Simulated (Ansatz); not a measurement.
# C4H13NSi: shift of H10 from C2 to N3, part 2 of 2

Aim: the minimum-energy path and barrier of the shift of H10 from C2 to N3. The ends are relaxed first, then joined by a nudged elastic band. SMILES of the start: CC(N)CC[SiH3].

Ansatz 0.2.0; RKS PBE-D4/6-31G. The steps go on from the part before.

## Step 5: Images and barrier

The run ended unconverged after 60 band iterations. The table shows its last band, which is no minimum-energy path. The 5 inner images lie between the fixed ends 0 and 6. Energy is taken from image 0, and the path length is the program's own coordinate along the band.

| image | path (Å) | energy (eV) | H10–C2 (Å) | H10–N3 (Å) | band force (eV/Å) |
| --- | --- | --- | --- | --- | --- |
| 0 | 0.000 | 0.0000 | 1.12 | 2.17 | - |
| 1 | 1.876 | 0.0921 | 1.11 | 2.09 | 0.040 |
| 2 | 3.752 | 0.0082 | 1.11 | 2.08 | 0.017 |
| 3* | 5.628 | 3.4372 | 1.58 | 1.08 | 0.372 |
| 4 | 9.245 | 2.4841 | 2.10 | 1.03 | 0.046 |
| 5 | 12.862 | 2.3706 | 2.08 | 1.03 | 0.847 |
| 6 | 16.469 | 2.5501 | 2.23 | 1.09 | - |

The star marks the climbing image.

image, energy (eV) and a bar:
```
        0      0.000 
        1      0.092 #
        2      0.008 
        3      3.437 ##############################
        4      2.484 ######################
        5      2.371 #####################
        6      2.550 ######################
```

The top of the band by iteration:

| iteration | highest image above image 0 (eV) | largest band force (eV/Å) |
| --- | --- | --- |
| 1 | 67.7852 | 301.952 |
| 6 | 6.6735 | 14.171 |
| 11 | 4.3179 | 1.556 |
| 16 | 4.0153 | 0.294 |
| 21 | 3.9567 | 0.593 |
| 26 | 3.9548 | 0.351 |
| 31 | 3.8996 | 0.531 |
| 36 | 3.8496 | 0.463 |
| 41 | 3.7899 | 0.441 |
| 46 | 3.7085 | 0.421 |
| 51 | 3.4960 | 2.404 |
| 56 | 3.4196 | 0.871 |
| 60 | 3.4372 | 0.847 |

Positions of all images (Å):

```xyz
19
image=0 dE=0.0000
C     1.836    0.390   -0.111
C     0.758   -0.572    0.409
N     1.386   -1.868    0.703
C    -0.366   -0.809   -0.624
C    -1.146    0.455   -1.045
Si   -1.978    1.425    0.408
H     2.271   -0.006   -1.045
H     1.421    1.394   -0.300
H     2.651    0.502    0.628
H     0.290   -0.102    1.314
H     2.204   -1.809    1.313
H     0.732   -2.589    1.019
H    -1.078   -1.546   -0.199
H     0.095   -1.287   -1.509
H    -1.952    0.174   -1.748
H    -0.489    1.155   -1.594
H    -0.987    2.252    1.204
H    -3.032    2.375   -0.132
H    -2.658    0.462    1.364
19
image=1 dE=0.0921
C     1.833    0.430   -0.291
C     0.858   -0.519    0.436
N     1.542   -1.761    0.834
C    -0.395   -0.838   -0.424
C    -1.183    0.382   -0.954
Si   -2.014    1.468    0.412
H     2.131    0.003   -1.266
H     1.393    1.428   -0.465
H     2.744    0.548    0.317
H     0.524   -0.015    1.366
H     1.504   -2.013    1.818
H     1.424   -2.555    0.208
H    -1.063   -1.496    0.167
H    -0.050   -1.440   -1.293
H    -1.993    0.038   -1.626
H    -0.528    1.027   -1.566
H    -1.036    1.873    1.498
H    -2.589    2.736   -0.188
H    -3.145    0.701    1.073
19
image=2 dE=0.0082
C     1.881    0.288   -0.251
C     0.782   -0.532    0.441
N     1.384   -1.766    0.977
C    -0.426   -0.796   -0.501
C    -1.201    0.460   -0.965
Si   -1.903    1.542    0.480
H     2.249   -0.246   -1.149
H     1.511    1.275   -0.574
H     2.730    0.437    0.435
H     0.416    0.041    1.318
H     0.721   -2.389    1.443
H     1.961   -2.271    0.300
H    -1.127   -1.474    0.027
H    -0.056   -1.353   -1.387
H    -2.062    0.156   -1.590
H    -0.567    1.102   -1.604
H    -0.872    2.503    1.039
H    -3.085    2.364    0.003
H    -2.378    0.654    1.616
19
image=3 dE=3.4372
C     1.878    0.251   -0.456
C     0.628   -0.155    0.282
N     1.275   -1.964    1.378
C    -0.476   -0.654   -0.622
C    -1.324    0.605   -0.990
Si   -1.873    1.611    0.577
H     2.150   -0.375   -1.334
H     1.667    1.272   -0.848
H     2.753    0.365    0.206
H     0.822   -1.005    1.596
H     0.689   -2.676    0.946
H     2.272   -2.023    1.180
H    -1.144   -1.339   -0.068
H    -0.142   -1.166   -1.555
H    -2.229    0.289   -1.539
H    -0.755    1.271   -1.664
H    -0.857    2.619    1.063
H    -3.125    2.398    0.202
H    -2.250    0.672    1.703
19
image=4 dE=2.4841
C     1.831    0.368   -0.297
C     0.488   -0.214    0.087
N     0.635   -1.268    1.177
C    -0.412   -0.705   -1.064
C    -1.388    0.497   -1.229
Si   -1.167    1.108    0.644
H     2.521   -0.337   -0.815
H     1.658    1.213   -0.987
H     2.362    0.793    0.579
H     1.378   -0.978    1.832
H    -0.298   -1.217    1.702
H     0.823   -2.242    0.870
H    -0.994   -1.596   -0.751
H     0.144   -0.989   -1.982
H    -2.415    0.235   -1.534
H    -1.000    1.253   -1.937
H    -0.254    2.294    1.036
H    -2.536    1.806    0.946
H    -1.419   -0.027    1.779
19
image=5 dE=2.3706
C     1.734    0.578   -0.014
C     0.456   -0.236    0.140
N     0.586   -1.309    1.140
C    -0.235   -0.690   -1.170
C    -1.342    0.393   -1.377
Si   -1.159    1.023    0.497
H     2.514    0.048   -0.596
H     1.521    1.531   -0.527
H     2.145    0.850    0.975
H     0.325   -2.222    0.740
H     1.497   -1.373    1.624
H    -0.368   -0.872    1.934
H    -0.697   -1.683   -1.033
H     0.470   -0.778   -2.001
H    -2.332   -0.020   -1.649
H    -1.069    1.156   -2.135
H    -0.437    2.380    0.518
H    -2.560    1.454    0.956
H    -1.091   -0.235    2.034
19
image=6 dE=2.5501
C     1.751    0.489   -0.063
C     0.557   -0.306    0.419
N     1.134   -1.600    0.988
C    -0.386   -0.710   -0.701
C    -1.232    0.507   -1.129
Si   -1.868    1.398    0.471
H     2.369   -0.052   -0.842
H     1.415    1.434   -0.522
H     2.438    0.772    0.760
H     1.745   -2.195    0.315
H     1.727   -1.373    1.799
H     0.358   -2.199    1.306
H    -1.088   -1.489   -0.330
H     0.137   -1.161   -1.597
H    -2.086    0.216   -1.766
H    -0.626    1.224   -1.714
H    -0.908    2.373    1.118
H    -3.073    2.252    0.049
H    -2.406    0.414    1.493
```

## Step 6: The band again, with other settings

crystal.atoms is end A as relaxed above, and neb.final_atoms is end B, turned to lie on A. With 5 inner images the band has 7 in all. The start path is listed, through a guess of the saddle.

The input, input.yaml:

```yaml
crystal:
  periodic: [false, false, false]
  atoms:
    - { symbol: C, position_ang: [1.835937, 0.389731, -0.110983] }
    - { symbol: C, position_ang: [0.75764, -0.572048, 0.408871] }
    - { symbol: "N", position_ang: [1.38569, -1.868331, 0.703499] }
    - { symbol: C, position_ang: [-0.36578, -0.808569, -0.623742] }
    - { symbol: C, position_ang: [-1.145603, 0.455055, -1.044852] }
    - { symbol: Si, position_ang: [-1.977965, 1.425096, 0.408211] }
    - { symbol: H, position_ang: [2.271065, -0.006061, -1.044797] }
    - { symbol: H, position_ang: [1.420981, 1.39383, -0.299672] }
    - { symbol: H, position_ang: [2.650519, 0.501756, 0.62766] }
    - { symbol: H, position_ang: [0.290142, -0.102184, 1.313899] }
    - { symbol: H, position_ang: [2.204153, -1.808584, 1.312937] }
    - { symbol: H, position_ang: [0.731811, -2.588711, 1.018604] }
    - { symbol: H, position_ang: [-1.077597, -1.546017, -0.199165] }
    - { symbol: H, position_ang: [0.095237, -1.287054, -1.509446] }
    - { symbol: H, position_ang: [-1.951709, 0.17354, -1.747572] }
    - { symbol: H, position_ang: [-0.488906, 1.155326, -1.593751] }
    - { symbol: H, position_ang: [-0.986791, 2.251902, 1.203861] }
    - { symbol: H, position_ang: [-3.032248, 2.374575, -0.131516] }
    - { symbol: H, position_ang: [-2.658475, 0.462247, 1.364455] }
basis:
  gaussian: { orbitals: "6-31G" }
hamiltonian:
  xc: pbe
  dispersion: d4
neb:
  order_check: false
  images: 5
  f_tol: 0.05
  max_iterations: 6
  final_atoms:
    - { symbol: C, position_ang: [1.75148636, 0.48933234, -0.06255987] }
    - { symbol: C, position_ang: [0.55653773, -0.30572754, 0.41944144] }
    - { symbol: "N", position_ang: [1.1342142, -1.60020811, 0.98797119] }
    - { symbol: C, position_ang: [-0.38619317, -0.70953711, -0.70108893] }
    - { symbol: C, position_ang: [-1.23201768, 0.50716056, -1.12905177] }
    - { symbol: Si, position_ang: [-1.86759464, 1.3981617, 0.471213] }
    - { symbol: H, position_ang: [2.36885856, -0.0524341, -0.84156133] }
    - { symbol: H, position_ang: [1.4151383, 1.43415051, -0.52160281] }
    - { symbol: H, position_ang: [2.43843126, 0.77178602, 0.76009798] }
    - { symbol: H, position_ang: [1.74511285, -2.1951446, 0.31521683] }
    - { symbol: H, position_ang: [1.7268528, -1.37347003, 1.79921567] }
    - { symbol: H, position_ang: [0.35805238, -2.1985131, 1.30629037] }
    - { symbol: H, position_ang: [-1.08826781, -1.48912315, -0.32986199] }
    - { symbol: H, position_ang: [0.13687406, -1.16097197, -1.59651381] }
    - { symbol: H, position_ang: [-2.08617858, 0.21636593, -1.76623267] }
    - { symbol: H, position_ang: [-0.62610853, 1.22408528, -1.71392674] }
    - { symbol: H, position_ang: [-0.90802063, 2.37344789, 1.1182781] }
    - { symbol: H, position_ang: [-3.07295233, 2.25167362, 0.04850365] }
    - { symbol: H, position_ang: [-2.40612413, 0.41446485, 1.49267268] }
  initial_path:
    images:
      - { positions_ang: [[1.835937, 0.389731, -0.110983], [0.75764, -0.572048, 0.408871], [1.38569, -1.868331, 0.703499], [-0.36578, -0.808569, -0.623742], [-1.145603, 0.455055, -1.044852], [-1.977965, 1.425096, 0.408211], [2.271065, -0.006061, -1.044797], [1.420981, 1.39383, -0.299672], [2.650519, 0.501756, 0.62766], [0.290142, -0.102184, 1.313899], [2.204153, -1.808584, 1.312937], [0.731811, -2.588711, 1.018604], [-1.077597, -1.546017, -0.199165], [0.095237, -1.287054, -1.509446], [-1.951709, 0.17354, -1.747572], [-0.488906, 1.155326, -1.593751], [-0.986791, 2.251902, 1.203861], [-3.032248, 2.374575, -0.131516], [-2.658475, 0.462247, 1.364455]] }
      - { positions_ang: [[1.87577335, 0.38131132, -0.15842025], [0.78581754, -0.53793442, 0.40471577], [1.39717712, -1.83022852, 0.71179462], [-0.3430961, -0.77858673, -0.58790353], [-1.1496349, 0.47235776, -1.01923356], [-2.0232274, 1.43350927, 0.39346904], [2.26622804, -0.00614448, -1.1041418], [1.47035854, 1.40845417, -0.35059743], [2.69906869, 0.50949451, 0.55663922], [0.29684282, -0.50030081, 1.30166806], [2.21128054, -1.74125091, 1.34193167], [0.75415684, -2.49980886, 1.09980869], [-1.08711967, -1.49699555, -0.140524], [0.04473869, -1.26890315, -1.473962], [-1.93185373, 0.1742042, -1.73075031], [-0.48903569, 1.1867923, -1.54653167], [-1.04532205, 2.17061699, 1.26139158], [-2.98197024, 2.44180451, -0.16312168], [-2.79208138, 0.47710738, 1.26026859]] }
      - { positions_ang: [[1.9156097, 0.37289165, -0.20585751], [0.81399507, -0.50382083, 0.40056053], [1.40866425, -1.79212604, 0.72009024], [-0.3204122, -0.74860445, -0.55206506], [-1.15366679, 0.48966051, -0.99361512], [-2.06848981, 1.44192254, 0.37872707], [2.26139107, -0.00622796, -1.16348659], [1.51973608, 1.42307834, -0.40152286], [2.74761837, 0.51723302, 0.48561844], [0.30354364, -0.89841762, 1.28943713], [2.21840808, -1.67391781, 1.37092635], [0.77650268, -2.41090672, 1.18101338], [-1.09664234, -1.4479741, -0.08188301], [-0.00575962, -1.2507523, -1.43847801], [-1.91199846, 0.1748684, -1.71392862], [-0.48916538, 1.21825861, -1.49931233], [-1.10385311, 2.08933199, 1.31892216], [-2.93169247, 2.50903402, -0.19472736], [-2.92568775, 0.49196776, 1.15608218]] }
      - { positions_ang: [[1.95544605, 0.36447197, -0.25329476], [0.84217261, -0.46970725, 0.3964053], [1.42015137, -1.75402356, 0.72838586], [-0.2977283, -0.71862218, -0.51622659], [-1.15769869, 0.50696327, -0.96799669], [-2.11375221, 1.45033581, 0.36398511], [2.25655411, -0.00631144, -1.22283139], [1.56911362, 1.43770251, -0.45244829], [2.79616806, 0.52497152, 0.41459766], [0.31024446, -1.29653443, 1.27720619], [2.22553561, -1.60658472, 1.39992102], [0.79884852, -2.32200458, 1.26221808], [-1.10616501, -1.39895265, -0.02324201], [-0.05625793, -1.23260145, -1.40299401], [-1.89214319, 0.1755326, -1.69710694], [-0.48929507, 1.24972491, -1.452093], [-1.16238416, 2.00804698, 1.37645275], [-2.88141471, 2.57626353, -0.22633304], [-3.05929413, 0.50682815, 1.05189577]] }
      - { positions_ang: [[1.88745949, 0.40609209, -0.18971646], [0.74696098, -0.41504735, 0.40408401], [1.32483898, -1.70275174, 0.8149143], [-0.32721659, -0.71559382, -0.57784737], [-1.18247169, 0.50702903, -1.02168172], [-2.03169969, 1.43294444, 0.39972774], [2.29398893, -0.02168566, -1.09574137], [1.51778851, 1.43651851, -0.4754998], [2.67692246, 0.60724302, 0.52976443], [0.78853392, -1.59607115, 0.95654307], [2.05930801, -1.52887982, 1.53301924], [0.65191647, -2.28084075, 1.27690884], [-1.10019928, -1.42900948, -0.12544867], [0.0081194, -1.20872495, -1.46750061], [-1.95682165, 0.18914371, -1.72014885], [-0.53489956, 1.24117837, -1.53937091], [-1.07759632, 2.12984728, 1.29039453], [-2.94526058, 2.46806689, -0.13472081], [-2.8415708, 0.47604038, 1.1988214]] }
      - { positions_ang: [[1.81947292, 0.44771222, -0.12613816], [0.65174936, -0.36038744, 0.41176273], [1.22952659, -1.65147993, 0.90144274], [-0.35670488, -0.71256547, -0.63946815], [-1.20724468, 0.5070948, -1.07536674], [-1.94964716, 1.41555307, 0.43547037], [2.33142374, -0.03705988, -0.96865135], [1.4664634, 1.43533451, -0.4985513], [2.55767686, 0.68951452, 0.64493121], [1.26682339, -1.89560787, 0.63587995], [1.8930804, -1.45117492, 1.66611745], [0.50498442, -2.23967692, 1.29159961], [-1.09423354, -1.45906632, -0.22765533], [0.07249673, -1.18484846, -1.53200721], [-2.02150011, 0.20275482, -1.74319076], [-0.58050404, 1.23263183, -1.62664883], [-0.99280847, 2.25164758, 1.20433632], [-3.00910645, 2.35987025, -0.04310858], [-2.62384747, 0.44525262, 1.34574704]] }
      - { positions_ang: [[1.75148636, 0.48933234, -0.06255987], [0.55653773, -0.30572754, 0.41944144], [1.1342142, -1.60020811, 0.98797119], [-0.38619317, -0.70953711, -0.70108893], [-1.23201768, 0.50716056, -1.12905177], [-1.86759464, 1.3981617, 0.471213], [2.36885856, -0.0524341, -0.84156133], [1.4151383, 1.43415051, -0.52160281], [2.43843126, 0.77178602, 0.76009798], [1.74511285, -2.1951446, 0.31521683], [1.7268528, -1.37347003, 1.79921567], [0.35805238, -2.1985131, 1.30629037], [-1.08826781, -1.48912315, -0.32986199], [0.13687406, -1.16097197, -1.59651381], [-2.08617858, 0.21636593, -1.76623267], [-0.62610853, 1.22408528, -1.71392674], [-0.90802063, 2.37344789, 1.1182781], [-3.07295233, 2.25167362, 0.04850365], [-2.40612413, 0.41446485, 1.49267268]] }
```

The run is started by

```bash
ansatz run input.yaml --threads 2 --pin off --max-ram 3072MiB --backend cpu --events-out ev --progress --plain --runs-dir out
```

The log of the run:

```text
Warning: RAYON_NUM_THREADS=2 ignored (pool sized by the plan → 2); use --threads N
Engine: ansatz 0.2.0, x86_64-unknown-linux-gnu
Functional definition: PBE
  parameter kappa = 0.804
  parameter beta = 0.06672455060314922
  exchange = pbe_x(kappa = kappa, mu = beta*pi^2/3)
  correlation = pbe_c(beta = beta)
1285 factors; integrals over basis functions are off by at most 1.5e-4 eV
mean field evaluation 1: about -13698.6074 eV, gradient 7.6e1 eV
mean field evaluation 2: about -13665.3986 eV, gradient 1.3e2 eV
mean field evaluation 4: about -13712.2996 eV, gradient 1.1e1 eV
mean field evaluation 8: about -13712.5568 eV, gradient 1.7e-1 eV
mean field evaluation 16: about -13712.5569 eV, gradient 3.6e-5 eV
mean field -13712.55693377 eV, -503.9271726111 hartree, gradient 3.6e-5 eV, S^2 0.000000; 0 other end points of the search recorded, 0 dependent functions left out
[... 4 lines left out ...]
mean field -13709.99279550 eV, -503.8329422679 hartree, gradient 4.3e-5 eV, S^2 0.000000; 0 other end points of the search recorded, 0 dependent functions left out
[... 2 lines left out ...]
NEB end point (image 0): max|allowed force component| = 4.321e-3 eV/Å (the criterion of neb.relax_end_points is 1.000e-2)
NEB end point (image 6): max|allowed force component| = 5.464e-3 eV/Å (the criterion of neb.relax_end_points is 1.000e-2)
[... 1 line left out ...]
mean field -13711.66063577 eV, -503.8942342671 hartree, gradient 3.4e-5 eV, S^2 0.000000; 0 other end points of the search recorded, 0 dependent functions left out
[... 4 lines left out ...]
mean field -13709.50476880 eV, -503.8150076173 hartree, gradient 1.8e-5 eV, S^2 0.000000; 0 other end points of the search recorded, 0 dependent functions left out
[... 3 lines left out ...]
mean field -13706.33239886 eV, -503.6984251723 hartree, gradient 2.1e-5 eV, S^2 0.000000; 0 other end points of the search recorded, 0 dependent functions left out
[... 4 lines left out ...]
mean field -13687.68668037 eV, -503.0132076562 hartree, gradient 1.7e-5 eV, S^2 0.000000; 0 other end points of the search recorded, 0 dependent functions left out
[... 3 lines left out ...]
mean field -13644.72184305 eV, -501.4342790073 hartree, gradient 4.2e-5 eV, S^2 0.000000; 0 other end points of the search recorded, 0 dependent functions left out
[... from here on, the SCF cycles and remarks between the steps are left out, and one step in 5 is shown ...]
NEB iter   1: max|band force component| = 3.020e2 eV/Å  barrier→ = 67.7852 eV  barrier← = 65.2351 eV  Δτ_max = 0.2000 Å  (185 SCF iters)
NEB iter   2: max|band force component| = 1.432e2 eV/Å  barrier→ = 35.6465 eV  barrier← = 33.0963 eV  Δτ_max = 0.2000 Å  (145 SCF iters)
NEB iter   5: max|band force component| = 2.337e1 eV/Å  barrier→ = 8.3272 eV  barrier← = 5.7771 eV  Δτ_max = 0.1966 Å  (141 SCF iters)
NEB iter   6: max|band force component| = 1.417e1 eV/Å  barrier→ = 6.6735 eV  barrier← = 4.1234 eV  Δτ_max = 0.2000 Å  (141 SCF iters)
[... 1 lines left out ...]
this run last wrote the band of iteration 6 to <dir>
Error: NEB band did not converge after 6 iterations: max|band force component| = 1.42e1 eV/Å (threshold 5.0e-2); raise `neb.max_iterations` in a new run, which can start from the last band evaluated (`neb.initial_path`, with `crystal.atoms` and `neb.final_atoms` set to its first and last images), add images, or start from endpoints closer to local minima. Where this run's directory can be resumed (`checkpoint.write`), a resume goes on for up to `neb.max_iterations` more; to start a new run from the last band, take its images' positions from the `neb_iteration` event of iteration 6 (`data.images[].positions_ang`), in the event stream of the run that computed that iteration (not this run's, if it was resumed behind it). With `checkpoint.write`, `steps/00-neb/state/checkpoint.json` in the run directory holds the last saved band, under `neb.evaluated.images[].positions_ang` (a band under a hybrid functional on support functions is neither saved nor resumed: `neb.initial_path` says where its path is): check the last entry of `neb.iterations` there, which is earlier than 6 if that iteration was not saved or its write failed. If the band's step has no `state` directory and holds `state.next`, a write was cut short, and the file is under `state.next` instead (behind a loss of power it can be under `state.prev`)
this run wrote the band of iteration 6 to <dir> as well, whether or not its events were kept: a new run's `neb.initial_path` can list its `images[].positions_ang`
a run's events are kept only if it was started with --events-out <file>, and are in that file
```

Run time: 99 s. Hardware: 2 threads of Intel Xeon at 2.80GHz (Skylake/Cascade Lake), shared host; peak memory 0.19 GiB.

## Step 7: Images and barrier

The run ended unconverged after 6 band iterations. The table shows its last band, which is no minimum-energy path. The 5 inner images lie between the fixed ends 0 and 6. Energy is taken from image 0, and the path length is the program's own coordinate along the band.

| image | path (Å) | energy (eV) | H10–C2 (Å) | H10–N3 (Å) | band force (eV/Å) |
| --- | --- | --- | --- | --- | --- |
| 0 | 0.000 | 0.0000 | 1.12 | 2.17 | - |
| 1 | 0.845 | 0.2586 | 1.10 | 2.08 | 0.258 |
| 2 | 1.687 | 2.8216 | 1.04 | 1.69 | 1.128 |
| 3 | 2.524 | 5.4567 | 1.22 | 1.29 | 2.468 |
| 4 | 3.364 | 6.6735 | 1.68 | 1.07 | 6.387 |
| 5 | 4.168 | 4.6124 | 1.97 | 0.83 | 14.171 |
| 6 | 4.831 | 2.5501 | 2.23 | 1.09 | - |

image, energy (eV) and a bar:
```
        0      0.000 
        1      0.259 #
        2      2.822 #############
        3      5.457 #########################
        4      6.674 ##############################
        5      4.612 #####################
        6      2.550 ###########
```

## Step 8: What came out

What follows sums up all 2 parts.

| quantity | value |
| --- | --- |
| end A | 10 moves, 0.560 eV lower |
| end B | 11 moves, 2.382 eV lower |
| first band: band | not converged after 60 iterations |
| first band: highest image of the last band | 3.44 eV above image 0 (no barrier of the system) |
| second band | not converged, 6 iterations, 5 inner images, none climbing |
| time, first and second band | 16 min and 99 s |

In the first band: without a converged band there is no barrier to report. Its largest force still stood at 0.85 eV/Å, against a threshold of 0.05. By distance, end A alone has C2–H10 and end B alone has N3–H10. As for the second band: the cap on iterations is too low for the band to settle. The basis is very small, so the numbers are rough.
